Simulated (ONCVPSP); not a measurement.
# Pseudopotential generation for aluminium: ONCV, PBE

Task: generate the file, and judge it by its errors in other configurations, its logarithmic derivatives, its ghosts and its cutoff.

Method: ONCVPSP 4.0.1, PBE, scalar-relativistic.

### 1 Settings

Typed settings, in words:

```
element                 : aluminium (Al, Z = 13)
type                    : optimised norm-conserving Vanderbilt (ONCV)
frozen core             : [Ne]
valence charge          : 3
reference configuration : 3s2 3p1
partial waves           : 3s: rc 2.20 bohr, ncon 4, nbas 8, qcut 2.6 1/bohr, 2 projectors, debl 3.7 Ha; 3p: rc 2.00 bohr, ncon 5, nbas 9, qcut 3.8 1/bohr, 1 projector; d scattering state at 0.38 Ha: rc 1.80 bohr, ncon 4, nbas 7, qcut 5.5 1/bohr, 1 projector
local potential         : polynomial inside 1.65 bohr (lpopt 5, dvloc0 0 Ha)
core correction         : Teter function, fcfact 1.5, rcfact 1.05
```

An earlier all-electron run gives the scale for the radii.

All-electron outer shells of the reference configuration (PBE, scalar-relativistic, ld1.x):

```tsv
shell	level (eV)	outermost node (bohr)	outermost maximum (bohr)
2s	-108.17	0.16	0.50
2p	-69.64	–	0.43
3s	-7.75	0.80	2.09
3p	-2.71	0.82	2.64
```

### 2 Generation

Al.dat reads:

```
# ATOM AND REFERENCE CONFIGURATION
# atsym  z   nc   nv     iexc    psfile
  Al 13.00    3    2        4      upf
#
#   n    l    f
    1    0    2.00
    2    0    2.00
    2    1    6.00
    3    0    2.00
    3    1    1.00
#
# PSEUDOPOTENTIAL AND OPTIMIZATION
# lmax
    2
#
#   l,   rc,      ep,       ncon, nbas, qcut
    0    2.20    0.00    4    8    2.60
    1    2.00    0.00    5    9    3.80
    2    1.80    0.38    4    7    5.50
#
# LOCAL POTENTIAL
# lloc, lpopt,  rc(5),   dvloc0
    4    5    1.65    0.00
#
# VANDERBILT-KLEINMAN-BYLANDER PROJECTORs
# l, nproj, debl
    0    2    3.70
    1    1    2.60
    2    1    1.60
#
# MODEL CORE CHARGE
# icmod, fcfact, rcfact
    3    1.50    1.05
#
# LOG DERIVATIVE ANALYSIS
# epsh1, epsh2, depsh
   -2.00    5.00    0.02
#
# OUTPUT GRID
# rlmax, drl
    6.00    0.01
#
# TEST CONFIGURATIONS
# ncnf
    4
# nvcnf
#   n    l    f
    2
    3    0    2.00
    3    1    0.00
#
    2
    3    0    1.00
    3    1    0.00
#
    2
    3    0    2.00
    3    1    0.50
#
    2
    3    0    1.00
    3    1    1.00
#
```

Started as:

```console
oncvpsp.x < Al.dat > Al.out
```

**Question.** What will these runs give? Wanted: cutoffs for 1 and 0.1 mHa per electron, occupied waves; bound ghosts; GHOST(+) flags; largest test error; largest phase difference near zero energy, channels read; rms error of d²Exc/dn², without and with the model core.

The runs gave:

| quantity | value |
| --- | --- |
| cutoffs for 1 and 0.1 mHa per electron, occupied waves | 9.2 Ha and 33 Ha |
| bound ghosts | none found |
| GHOST(+) flags | s at 139 eV |
| largest test error (AE − PS) | +3.9 meV, for 3s1 3p0 |
| largest phase difference near zero energy, channels read | 0.012 rad |
| rms error of d²Exc/dn², without and with the model core | 1.73 and 1.19 mHa |

What this shows: The worst unpolarised test, 3s1 3p0, is off by 3.9 meV on 25.0 eV; by total energies transferability rates as very good. By its cutoff, 9.2 Ha for the looser tolerance, it is soft on the atom at that tolerance. The tighter tolerance needs 33 Ha, and converged work needs a cutoff nearer that. At the looser tolerance the 3s wave is the slowest; 3p needs 2 Ha. That counts occupied waves only; other projectors can need more. It is free of bound ghosts as far as tested. Near zero energy the phases of the channels with partial waves agree within 0.012 rad. The program also flags highly localised states, GHOST(+) (s). All of this concerns the isolated atom, not yet a solid.
